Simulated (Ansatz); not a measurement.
Predict the output of the script below (the Python package of Ansatz (0.2.0)).

`energy_c2h7alte.py`:
```python
"""Single point of C2H7AlTe."""

from pathlib import Path

import ansatz as az
import numpy as np


def main() -> None:
    geometry = (
        az.Crystal.molecule()
        .atom("C", (-0.6402, 1.3826, 0.1771))
        .atom("C", (-0.0865, 0.2468, 0.9146))
        .atom("Al", (1.072, -0.8348, -0.2866))
        .atom("Te", (0.2001, -1.914, -2.4343))
        .atom("H", (-1.3003, 1.06, -0.7054))
        .atom("H", (-1.3412, 2.0236, 0.8499))
        .atom("H", (0.1394, 2.0994, -0.2096))
        .atom("H", (0.5548, 0.6383, 1.7666))
        .atom("H", (-0.8898, -0.3879, 1.3405))
        .atom("H", (2.6502, -1.0209, 0.1159))
        .atom("H", (-0.2932, -3.3501, -1.5081))
    )

    calc = geometry.calculation()
    calc = calc.basis(gaussian="def2-TZVP")
    calc = calc.functional("pbe0").forces()
    calc = calc.orbitals()
    print(calc.to_yaml())
    result = calc.run(threads=1, pin="off", runs_dir="runs")
    data = result.report

    print("reference energy %16.6f eV" % data["reference_energy_ev"])
    print("total energy     %16.6f eV" % data["free_energy_ev"])
    print("occupied orbitals outside the frozen core (up, down):", data["n_occupied"], " frozen:", data["n_frozen"], " virtual:", data["n_virtual"])

    symbols = [site.symbol for site in geometry.cartesian_sites]
    print("forces (eV/A)")
    for symbol, f in zip(symbols, data["forces_ev_ang"]):
        print(f"  {symbol:2s} {f[0]:9.4f} {f[1]:9.4f} {f[2]:9.4f}")

    charges = data["charge_distribution"]
    print("dipole moment", round(4.803205 * float(np.linalg.norm(charges["dipole_moment_e_ang"])), 3), "D")
    print("Mulliken:", [(s, round(q, 3)) for s, q in zip(symbols, charges["mulliken_charges_e"])])

    lines = Path(data["orbitals_path"]).read_text().splitlines()
    field_of = lambda key: [line.split("=")[1].strip() for line in lines if line.startswith(key)]
    orbitals = [(27.211386 * float(e), s, float(n)) for e, s, n in zip(field_of("Ene="), field_of("Spin="), field_of("Occup="))]
    homo = max(e for e, _, n in orbitals if n > 0.5)
    lumo = min(e for e, _, n in orbitals if n < 0.5)
    for e, spin, n in sorted(orbitals):
        if homo - 6 < e < lumo + 5:
            print(f"{spin:6s} {e:10.3f} eV  occupation {n:.0f}")


if __name__ == "__main__":
    main()
```

```console
$ python energy_c2h7alte.py
crystal:
  periodic: [false, false, false]
  atoms:
    - { symbol: C, position_ang: [-0.6402, 1.3826, 0.1771] }
    - { symbol: C, position_ang: [-0.0865, 0.2468, 0.9146] }
    - { symbol: Al, position_ang: [1.072, -0.8348, -0.2866] }
    - { symbol: Te, position_ang: [0.2001, -1.914, -2.4343] }
    - { symbol: H, position_ang: [-1.3003, 1.06, -0.7054] }
    - { symbol: H, position_ang: [-1.3412, 2.0236, 0.8499] }
    - { symbol: H, position_ang: [0.1394, 2.0994, -0.2096] }
    - { symbol: H, position_ang: [0.5548, 0.6383, 1.7666] }
    - { symbol: H, position_ang: [-0.8898, -0.3879, 1.3405] }
    - { symbol: H, position_ang: [2.6502, -1.0209, 0.1159] }
    - { symbol: H, position_ang: [-0.2932, -3.3501, -1.5081] }
basis:
  gaussian:
    orbitals: def2-TZVP
hamiltonian:
  xc: pbe0
output:
  orbitals: {}
  forces: true

reference energy    -16074.138270 eV
total energy        -16074.138270 eV
occupied orbitals outside the frozen core (up, down): [28, 28]  frozen: 0  virtual: [163, 163]
forces (eV/A)
  C    -2.3664    2.5916   -1.0751
  C     1.3951   -1.2462    1.3037
  Al    0.5530   -0.0373    0.8341
  Te   -0.5290   -1.2864    0.4895
  H     0.9554    0.4796    1.0472
  H     1.0556   -0.8400   -1.0978
  H    -0.6916   -0.6599    0.2424
  H    -0.6691   -0.6662   -0.7362
  H     0.3693    0.2730   -0.0606
  H    -0.5251    0.0773   -0.2417
  H     0.4528    1.3144   -0.7055
dipole moment 1.222 D
Mulliken: [('C', -0.415), ('C', -0.352), ('Al', 0.427), ('Te', -0.272), ('H', 0.141), ('H', 0.12), ('H', 0.121), ('H', 0.124), ('H', 0.123), ('H', -0.084), ('H', 0.068)]
Alpha     -12.029 eV  occupation 2
Alpha     -10.954 eV  occupation 2
Alpha     -10.290 eV  occupation 2
Alpha      -9.755 eV  occupation 2
Alpha      -9.576 eV  occupation 2
Alpha      -7.939 eV  occupation 2
Alpha      -7.423 eV  occupation 2
Alpha      -6.371 eV  occupation 2
Alpha      -1.896 eV  occupation 0
Alpha      -0.666 eV  occupation 0
Alpha      -0.152 eV  occupation 0
Alpha       0.939 eV  occupation 0
Alpha       1.582 eV  occupation 0
Alpha       2.072 eV  occupation 0
Alpha       2.410 eV  occupation 0
Alpha       2.531 eV  occupation 0
Alpha       2.714 eV  occupation 0
```

Caveats:
- Total energies depend on the basis set; only differences at equal settings carry meaning.
- The geometry is a force-field or estimated start, not a minimum of this method, and the basis set is short of its limit.
- def2 sets replace the cores of elements past krypton by effective core potentials.
- Alpha marks a spatial orbital of a restricted run, filled by both spins.
- Levels such as HOMO and LUMO are orbital energies: with these approximate functionals they aren't the ionisation energy and electron affinity, and their gap isn't the fundamental gap.
- Wall time of the script: 7.1 s on 1 thread of Intel(R) Xeon(R) 6975P-C (Granite Rapids), on a shared host, peak memory 0.53 GiB.

(A comment or docstring line of the script was reworded after the run, the code is as it ran; lines on the test bed's own set-up are left out of the output.)
